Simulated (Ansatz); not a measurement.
# BCl2H6NSi: the cost of one run

Program: Ansatz 0.2.0. Level of theory: RKS B3LYP-D4/6-31G*. These are calculated values, not measurements.

## 1. Starting point

Bond lengths: B1–Cl3 1.860 Å, B1–Cl4 1.860 Å, B1–N5 1.850 Å, N5–H6 1.060 Å, N5–Si7 1.820 Å, Si7–H8 1.460 Å, Si7–H9 1.460 Å, Si7–H10 1.460 Å, Si7–H11 1.704 Å. Angles (14 of 16 angles, heavy atoms first): Cl3–B1–Cl4 120.0°, Cl3–B1–N5 97.0°, Cl4–B1–N5 101.2°, B1–N5–Si7 120.0°, B1–N5–H6 120.0°, H6–N5–Si7 120.0°, N5–Si7–H8 109.5°, N5–Si7–H9 109.5°, N5–Si7–H10 109.5°, N5–Si7–H11 43.2°, H8–Si7–H9 109.4°, H8–Si7–H10 109.4°, H8–Si7–H11 146.4°, H9–Si7–H10 109.4°.

As a file:

```xyz
11

B     0.0000    0.0000    0.0000
H     0.0000    0.0000    1.5400
Cl    1.6108    0.0000   -0.9300
Cl   -1.6108    0.0000   -0.9300
N     0.0773   -1.7539    0.5833
H    -0.4410   -2.5119    0.0539
Si    1.0434   -2.1779    2.0663
H     1.2276   -3.6248    2.1308
H     2.3474   -1.5244    2.0018
H     0.3313   -1.7252    3.2578
H     0.0395   -0.8969    1.5631
```

## 2. A restrained relaxation towards end A

Springs on the bonds that form and break draw the guess towards this end; the thresholds are loose.

input.yaml

```yaml
crystal:
  periodic: [false, false, false]
  atoms:
    - { symbol: B, position_ang: [0.0, 0.0, 0.0] }
    - { symbol: H, position_ang: [0.0, 0.0, 1.54] }
    - { symbol: Cl, position_ang: [1.6108, 0.0, -0.93] }
    - { symbol: Cl, position_ang: [-1.6108, 0.0, -0.93] }
    - { symbol: "N", position_ang: [0.0773, -1.7539, 0.5833] }
    - { symbol: H, position_ang: [-0.441, -2.5119, 0.0539] }
    - { symbol: Si, position_ang: [1.0434, -2.1779, 2.0663] }
    - { symbol: H, position_ang: [1.2276, -3.6248, 2.1308] }
    - { symbol: H, position_ang: [2.3474, -1.5244, 2.0018] }
    - { symbol: H, position_ang: [0.3313, -1.7252, 3.2578] }
    - { symbol: H, position_ang: [0.0395, -0.8969, 1.5631] }
basis:
  gaussian: { orbitals: "6-31G*" }
hamiltonian:
  xc: b3lyp
  dispersion: d4
relax:
  f_tol: 0.15
  max_steps: 25
  restrain:
    - { distance: [0, 4], at: 2.75, k: 30.0 }
    - { distance: [10, 1], at: 1.86, k: 30.0 }
    - { distance: [0, 1], at: 1.19, k: 30.0 }
    - { distance: [10, 4], at: 1.06, k: 30.0 }
```

Run with:

```console
$ ansatz run input.yaml --threads 2 --pin off --max-ram 3072MiB --backend cpu --events-out ev --progress --plain --runs-dir out
```

Q: Estimate wall time and peak memory on 2 threads of Intel Xeon 6975P-C (Granite Rapids), shared host.

About 32 s, with a peak of 0.25 GiB.
